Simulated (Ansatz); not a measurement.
What does this script print? It uses the Python package of Ansatz (0.2.0).

The script, `ip_b2clh3o.py`:
```python
"""Vertical ionisation energy and electron affinity of B2ClH3O."""

import ansatz as az
from ase import Atoms


def total_energy(molecule, charge=0, unpaired=0):
    calc = (
        molecule.calculation()
        .basis(gaussian="def2-SVPD")
        .functional("hf")
    )
    if charge:
        calc = calc.charge(charge)
    if unpaired:
        calc = calc.spin("collinear", total=unpaired)
    report = calc.run(threads=1, backend="cpu").report
    if report["published_state_doubts"]:
        print("  doubts:", report["published_state_doubts"])
    return report["free_energy_ev"]

atoms = Atoms(["B", "O", "B", "Cl", "H", "H", "H"], positions=[
    (1.1461, -0.1982, -0.3523),
    (0.311, -0.3886, 0.8336),
    (-1.0419, -0.0134, 0.4222),
    (-1.6605, 1.6995, 0.7208),
    (1.6945, 0.8337, -0.5318),
    (1.3325, -1.0973, -1.0971),
    (-1.7816, -0.8358, 0.0045),
])
system = az.Crystal.molecule_from_ase(atoms)

# total-energy differences at one geometry
parent = total_energy(system, 0, 0)
cation = total_energy(system, 1, 1)
print(f"E(N)   = {parent:.5f} eV")
print(f"E(N-1) = {cation:.5f} eV  (1 unpaired)")
print(f"vertical ionisation energy {cation - parent:.3f} eV")
anion = total_energy(system, -1, 1)
print(f"E(N+1) = {anion:.5f} eV  (1 unpaired)")
print(f"vertical electron affinity {parent - anion:.3f} eV" + ("" if anion < parent else " (unbound in this basis)"))
print(f"fundamental gap IP - EA = {cation + anion - 2 * parent:.3f} eV")
```

```console
$ python ip_b2clh3o.py
E(N)   = -15927.47988 eV
E(N-1) = -15917.34392 eV  (1 unpaired)
vertical ionisation energy 10.136 eV
E(N+1) = -15927.07694 eV  (1 unpaired)
vertical electron affinity -0.403 eV (unbound in this basis)
fundamental gap IP - EA = 10.539 eV
```

At this unrelaxed geometry removing an electron costs 10.14 eV and an added one is unbound in this basis (by 0.40 eV).

Reading the output:
- Total energies depend on the basis set; only differences at equal settings carry meaning.
- The geometry is a force-field or estimated start, not a minimum of this method, and the basis set is short of its limit. All parts are taken at fixed geometry, without zero-point energy. At an unrelaxed start these energies can be a whole eV from those at the minimum, and a small affinity can change sign.
- Hartree-Fock leaves correlation out, so bond, atomisation and ionisation energies come out well too low.
- A negative electron affinity means that the anion is unbound here; its size hangs on the basis and tends to about zero as the basis grows, and so does its part in any gap built on it.
- Hardware and time: 24 s on 1 thread of Arm Neoverse N1, with other jobs on the host, peak memory 0.41 GiB.
